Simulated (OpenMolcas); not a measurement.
# Mo³⁺ among point charges: CASSCF and CASPT2 levels and susceptibility, part 2 of 2

How does a field of 6 point charges split the states of Mo³⁺, and what χT follows?

OpenMolcas 26.06; ANO-RCC-VDZP, DKH2, active space 3 electrons in 5 orbitals (4d), orbitals: per spin and parity. Surroundings: 6 point charges of -1.7 e arranged as a trigonal antiprism (D3d), 2.2 Å from the ion, with a polar angle of 49.3° against the regular 54.74°. Earlier steps stand in the parts before.

## (6) CASPT2: IPEA 0.25, imaginary shift 0.1 (closed shells correlated: 4s 4p)

Contents of a.inp:

```
>>> COPY JOB001 $Project.JobIph
&CASPT2
Multistate=10 1 2 3 4 5 6 7 8 9 10
NoMult
Frozen=8 6
IPEA=0.25
Imaginary=0.1
MaxIter=60
WThr=0.0 0.3 0.05
PrWF=0.5
NoMix
>>> COPY JOB002 $Project.JobIph
&CASPT2
Multistate=40 1 2 3 4 5 6 7 8 9 10 11 12 13 14 15 16 17 18 19 20 21 22
23 24 25 26 27 28 29 30 31 32 33 34 35 36 37 38 39 40
NoMult
Frozen=8 6
IPEA=0.25
Imaginary=0.1
MaxIter=60
WThr=0.0 0.3 0.05
PrWF=0.5
NoMix
```

Standard output:

```text
Orbital specifications:
      -----------------------

      Symmetry species                           1   2
                                                ag  au
      Frozen orbitals                            8   6
      Inactive orbitals                          1   3
      Active orbitals                            5   0
      Secondary orbitals                         7  13
      Deleted orbitals                           0   0
      Number of basis functions                 21  22
Type of calculation                        SS-CASPT2
      Fock operator                              state-specific
      IPEA shift                                 0.25
      Real shift                                 0.00
      Imaginary shift                            0.10
      The input orbitals will be transformed to quasi-canonical
Reference energy:       -4051.3600327719
      E2 (Non-variational):      -0.2100700940
      Shift correction:          -0.0001326607
      E2 (Variational):          -0.2102027546
      Total energy:           -4051.5702355265
      Residual norm:              0.0000001698
      Reference weight:           0.95291
      Contributions to the CASPT2 correlation energy
      Active & Virtual Only:         -0.0160002271
      One Inactive Excited:          -0.0919853298
      Two Inactive Excited:          -0.1020845370
Reference energy:       -4051.3246192562
      E2 (Non-variational):      -0.2100567707
      Shift correction:          -0.0001306980
      E2 (Variational):          -0.2101874687
      Total energy:           -4051.5348067249
      Residual norm:              0.0000003105
      Reference weight:           0.95280
      Contributions to the CASPT2 correlation energy
      Active & Virtual Only:         -0.0159151237
      One Inactive Excited:          -0.0927760863
      Two Inactive Excited:          -0.1013655608
::    CASPT2 Root  1     Total energy:  -4051.57023553
::    CASPT2 Root  2     Total energy:  -4051.53480672
::    CASPT2 Root  3     Total energy:  -4051.53464233
::    CASPT2 Root  4     Total energy:  -4051.52308817
::    CASPT2 Root  5     Total energy:  -4051.51050852
::    CASPT2 Root  6     Total energy:  -4051.49933343
::    CASPT2 Root  7     Total energy:  -4051.49913528
::    CASPT2 Root  8     Total energy:  -4051.47863187
::    CASPT2 Root  9     Total energy:  -4051.47884490
::    CASPT2 Root 10     Total energy:  -4051.43836071
Orbital specifications:
      -----------------------

      Symmetry species                           1   2
                                                ag  au
      Frozen orbitals                            8   6
      Inactive orbitals                          1   3
      Active orbitals                            5   0
      Secondary orbitals                         7  13
      Deleted orbitals                           0   0
      Number of basis functions                 21  22
Type of calculation                        SS-CASPT2
      Fock operator                              state-specific
      IPEA shift                                 0.25
      Real shift                                 0.00
      Imaginary shift                            0.10
      The input orbitals will be transformed to quasi-canonical
Reference energy:       -4051.2923178138
      E2 (Non-variational):      -0.2201086781
      Shift correction:          -0.0011359685
      E2 (Variational):          -0.2212446465
      Total energy:           -4051.5135624603
      Residual norm:              0.0000004134
      Reference weight:           0.93105
      Contributions to the CASPT2 correlation energy
      Active & Virtual Only:         -0.0232544984
      One Inactive Excited:          -0.0924244870
      Two Inactive Excited:          -0.1044296926
Reference energy:       -4051.2923177559
      E2 (Non-variational):      -0.2202363322
      Shift correction:          -0.0013111048
      E2 (Variational):          -0.2215474371
      Total energy:           -4051.5138651929
      Residual norm:              0.0000002942
      Reference weight:           0.93033
      Contributions to the CASPT2 correlation energy
      Active & Virtual Only:         -0.0234699612
      One Inactive Excited:          -0.0923261940
      Two Inactive Excited:          -0.1044401770
::    CASPT2 Root  1     Total energy:  -4051.51356246
::    CASPT2 Root  2     Total energy:  -4051.51386519
::    CASPT2 Root  3     Total energy:  -4051.51009078
::    CASPT2 Root  4     Total energy:  -4051.51008548
::    CASPT2 Root  5     Total energy:  -4051.50996834
::    CASPT2 Root  6     Total energy:  -4051.49332788
::    CASPT2 Root  7     Total energy:  -4051.48461151
::    CASPT2 Root  8     Total energy:  -4051.47108291
::    CASPT2 Root  9     Total energy:  -4051.47109961
::    CASPT2 Root 10     Total energy:  -4051.47927583
::    CASPT2 Root 11     Total energy:  -4051.47720149
::    CASPT2 Root 12     Total energy:  -4051.47797500
::    CASPT2 Root 13     Total energy:  -4051.46957652
::    CASPT2 Root 14     Total energy:  -4051.46961378
::    CASPT2 Root 15     Total energy:  -4051.46322367
::    CASPT2 Root 16     Total energy:  -4051.45941123
::    CASPT2 Root 17     Total energy:  -4051.45940070
::    CASPT2 Root 18     Total energy:  -4051.45152256
::    CASPT2 Root 19     Total energy:  -4051.44871995
::    CASPT2 Root 20     Total energy:  -4051.44856501
::    CASPT2 Root 21     Total energy:  -4051.44311813
::    CASPT2 Root 22     Total energy:  -4051.44436287
::    CASPT2 Root 23     Total energy:  -4051.42713211
::    CASPT2 Root 24     Total energy:  -4051.42725367
::    CASPT2 Root 25     Total energy:  -4051.42186334
::    CASPT2 Root 26     Total energy:  -4051.42320766
::    CASPT2 Root 27     Total energy:  -4051.42338279
::    CASPT2 Root 28     Total energy:  -4051.41316997
::    CASPT2 Root 29     Total energy:  -4051.41319375
::    CASPT2 Root 30     Total energy:  -4051.41872054
```

This run took 3.2 s in all on 1 thread of Arm Neoverse V2, shared host.

SS-CASPT2: lowest energy less the reference's lowest, -0.2102 hartree; reference weights 0.914 to 0.953.

States without spin-orbit coupling:

```
state  degeneracy  E (cm-1)  free-ion L (%)
  4A2           1         0          F (97)
   4E           2      7794          F (96)
  4A1           1     10348         F (100)
   2E           2     12405          G (56)
  4A2           1     13109          F (88)
   2E           2     13201          G (44)
  2A2           1     13227          G (43)
   4E           2     15583          F (88)
  2A1           1     16879          D (48)
  2A1           1     18792          G (96)
  2A2           1     19963          G (36)
   4E           2     20081          P (84)
   2E           2     20334          H (35)
   2E           2     21760          H (45)
   2E           2     22088          G (57)
  2A1           1     23486          H (62)
   2E           2     24324          H (55)
  2A2           1     26054          H (65)
   2E           2     26687          H (28)
   2E           2     27762          H (44)
  4A2           1     28943          P (86)
   2E           2     31394          D (38)
  2A1           1     32230          F (87)
  2A1           1     32269          D (53)
```

With spin-orbit coupling:

| E (cm-1) | Degeneracy | Label | 2S+1 | g |
| --- | --- | --- | --- | --- |
| 0 | 2 | E1/2 | 4 | 1.87 3.32 3.32 |
| 81 | 2 | E3/2 | 4 | 0.00 0.00 5.60 |
| 7690 | 2 | E1/2 | 4 | 1.31 2.73 2.73 |
| 7800 | 2 | E1/2 | 4 | 1.69 2.91 2.91 |
| 7930 | 2 | E3/2 | 4 | 0.00 0.00 3.22 |
| 8120 | 2 | E1/2 | 4 | 0.41 0.41 6.15 |
| 10090 | 2 | E3/2 | 4 | 0.00 0.00 3.54 |
| 10400 | 2 | E1/2 | 4 | 0.99 3.65 3.65 |
| 12330 | 2 | E3/2 | 2 | 0.00 0.00 6.06 |
| 12410 | 2 | E1/2 | 2 | 0.82 1.06 1.06 |
| 12760 | 2 | E1/2 | 2 | 0.63 0.99 0.99 |
| 13260 | 2 | E3/2 | 2 | 0.00 0.00 4.30 |
| 13260 | 2 | E1/2 | 4 | 1.13 1.13 1.96 |
| 13620 | 2 | E1/2 | 2 | 0.05 0.05 2.61 |
| 14200 | 2 | E3/2 | 4 | 0.00 0.00 7.78 |
| 15280 | 2 | E1/2 | 4 | 0.02 0.02 3.51 |
| 15850 | 2 | E3/2 | 4 | 0.00 0.00 0.43 |
| 15900 | 2 | E1/2 | 4 | 0.44 3.44 3.44 |
| 16330 | 2 | E1/2 | 4 | 3.35 3.35 3.90 |
| 17360 | 2 | E1/2 | 2 | 1.34 1.77 1.77 |
| 19050 | 2 | E1/2 | 2 | 0.55 0.55 5.43 |
| 19390 | 2 | E1/2 | 2 | 0.62 0.62 0.85 |
| 19920 | 2 | E1/2 | 2 | 0.53 1.11 1.11 |
| 19980 | 2 | E3/2 | 4 | 0.00 0.00 2.69 |

Powder χT (cm³ K/mol): 0.82 at 2 K, 0.85 at 5 K, 0.89 at 10 K, 0.98 at 20 K, 1.19 at 50 K, 1.33 at 100 K, 1.39 at 150 K, 1.42 at 200 K, 1.44 at 250 K, 1.46 at 300 K.

## (7) The methods side by side

A. CASSCF
B. SS-CASPT2, IPEA 0.25, imaginary shift 0.1 (closed shells correlated: 4s 4p)

```
method  ground state  first state of that spin (cm-1)  first gap with spin-orbit (cm-1)  χT at 300 K
     A           4A2                          4E 7772                              77.1         1.46
     B           4A2                          4E 7794                              81.3         1.46
```

## (8) Results

What follows sums up all 2 parts.

| quantity | value |
| --- | --- |
| method | SS-CASPT2, IPEA 0.25, imaginary shift 0.1 (closed shells correlated: 4s 4p) |
| spin-free ground state | 4A2, 1-fold in its orbital part |
| first state of the same spin within the active space | 4E at 7790 cm⁻¹ |
| lowest level | 2-fold E1/2, g = 1.87, 3.32, 3.32 |
| next level | 81.3 cm⁻¹ |
| χT at 300 K | 1.46 cm³ K/mol |
| effective moment at 300 K | 3.41 μB |

Cost by method:

```
                                              method  time of its own steps  time with the reference
                                           A. CASSCF                   11 s                     11 s
B. SS-CASPT2, IPEA 0.25, imaginary shift 0.1, +4s 4p                  3.2 s                     15 s
```

Times are of one thread on a shared host.

The spin-free ground state (4A2) comes to 97 % from free-ion F terms and keeps the highest spin of the shell. χT at 300 K is 1.46, against 1.88 cm³ K/mol for the spin alone, so spin-orbit coupling lowers it. CASPT2 does not keep the components of a term degenerate, and the means are used. The field of point charges can differ much from that of real complexes. This is an electrostatic model: the charges have no orbitals.
